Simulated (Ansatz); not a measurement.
# CH₂Cl₂OSi: a ladder of functionals and wavefunction methods

An exercise on one series of results from a longer session: the logs are not shown, and one member is left open.

Computed with Ansatz 0.2.0, Gaussian basis. Level: functionals in def2-TZVPP, the program's frozen cores in correlated methods.

The runs, in order: LDA (SPW92), PBE-D4, revPBE-D4, BLYP-D4, r2SCAN-D4, B97M-V, PBE0-D4, B3LYP-D4, r2SCANh-D4, r2SCAN0-D4, HSE06-D4, BHLYP-D4, CAM-B3LYP-D4, LC-ωPBE, ωB97X-V, ωB97M-V, B2PLYP, PBE-QIDH; CCSD(T)/def2-SVP; CCSD(T)/def2-TZVPP; MP2/def2-QZVPP; extrapolation to the limit; RPA on PBE.

## Structure used throughout

An earlier PBE0-D4 in a triple-zeta def2 set relaxation fixed the geometry.

SMILES `ClC1(Cl)O[SiH2]1`, 7 atoms, charge 0, spin multiplicity 1.

Atoms are counted from 1 here; the program's logs count them from 0.

Bond lengths: Cl1–C2 1.757 Å, C2–Cl3 1.757 Å, C2–O4 1.409 Å, C2–Si5 1.815 Å, O4–Si5 1.686 Å, Si5–H6 1.475 Å, Si5–H7 1.475 Å. Angles: Cl1–C2–Cl3 111.1°, Cl1–C2–O4 113.4°, Cl1–C2–Si5 122.9°, Cl3–C2–O4 113.4°, Cl3–C2–Si5 122.9°, O4–C2–Si5 61.5°, C2–O4–Si5 71.2°, C2–Si5–O4 47.3°, C2–Si5–H6 121.3°, C2–Si5–H7 121.3°, O4–Si5–H6 116.1°, O4–Si5–H7 116.1°, H6–Si5–H7 115.5°.

The first run:

The input, in.yaml:

```yaml
crystal:
  periodic: [false, false, false]
  atoms:
    - {symbol: Cl, position_ang: [-0.604775, -1.407716, 1.732324]}
    - {symbol: C, position_ang: [0.067000, -0.794549, 0.228800]}
    - {symbol: Cl, position_ang: [0.467786, -2.107708, -0.867944]}
    - {symbol: O, position_ang: [1.123753, 0.117728, 0.419098]}
    - {symbol: Si, position_ang: [-0.158911, 0.918654, -0.325609]}
    - {symbol: H, position_ang: [-0.878518, 1.904144, 0.503121]}
    - {symbol: H, position_ang: [0.044866, 1.301446, -1.735490]}
basis:
  gaussian: {orbitals: def2-TZVPP}
hamiltonian: {xc: lda}
output: {orbitals: {seedname: orbitals}}
```

The run is started by

```
> ansatz run in.yaml --threads 2 --pin off --events-out ev --progress --plain --max-ram 4352MiB
```

Among the steps run: LDA; PBE-D4 (GGA); revPBE-D4 (GGA); BLYP-D4 (GGA); r2SCAN-D4 (meta-GGA); B97M-V (meta-GGA); PBE0-D4 (hybrid); B3LYP-D4 (hybrid); r2SCANh-D4 (hybrid); r2SCAN0-D4 (hybrid); HSE06-D4 (hybrid); BHLYP-D4 (hybrid); CAM-B3LYP-D4 (range-separated); LC-ωPBE (range-separated); ωB97X-V (range-separated); ωB97M-V (range-separated); B2PLYP (double hybrid); PBE-QIDH (double hybrid).

One table of the session follows, with a row left open; its other results are not shown here.

It belongs to the step «Frontier levels by functional». 

| functional | HOMO (eV) | LUMO (eV) | gap (eV) |
| --- | --- | --- | --- |
| LDA (SPW92) | -6.65 | -2.51 | 4.14 |
| PBE-D4 | -6.48 | -2.31 | 4.17 |
| revPBE-D4 | -6.42 | -2.22 | 4.19 |
| BLYP-D4 | -6.34 | -2.19 | 4.15 |
| r2SCAN-D4 | -6.73 | -2.10 | 4.63 |
| B97M-V | -6.81 | -2.19 | 4.62 |
| PBE0-D4 | -7.71 | -1.47 | 6.24 |
| B3LYP-D4 | -7.50 | -1.69 | 5.80 |
| r2SCANh-D4 | -7.19 | -1.80 | 5.39 |
| r2SCAN0-D4 | ? | ? | ? |
| HSE06-D4 | -7.32 | -1.85 | 5.47 |
| BHLYP-D4 | -8.86 | -0.61 | 8.25 |
| CAM-B3LYP-D4 | -9.05 | -0.46 | 8.59 |
| LC-ωPBE | -10.38 | 0.72 | 11.09 |
| ωB97X-V | -10.02 | 0.59 | 10.61 |
| ωB97M-V | -9.88 | 0.34 | 10.22 |

Q: Estimate the row for r2SCAN0-D4 from the others.

Worked estimate for «HOMO (eV)». Against the share of exact exchange, r2SCAN-D4 (0, -6.73), r2SCANh-D4 (0.1, -7.19) give a slope of -4.60 per unit share; at 0.25 the line stands at -7.88.

The run gave: HOMO (eV): -7.88; LUMO (eV): -1.34; gap (eV): 6.54. In «HOMO (eV)» the line misses by 0.00.
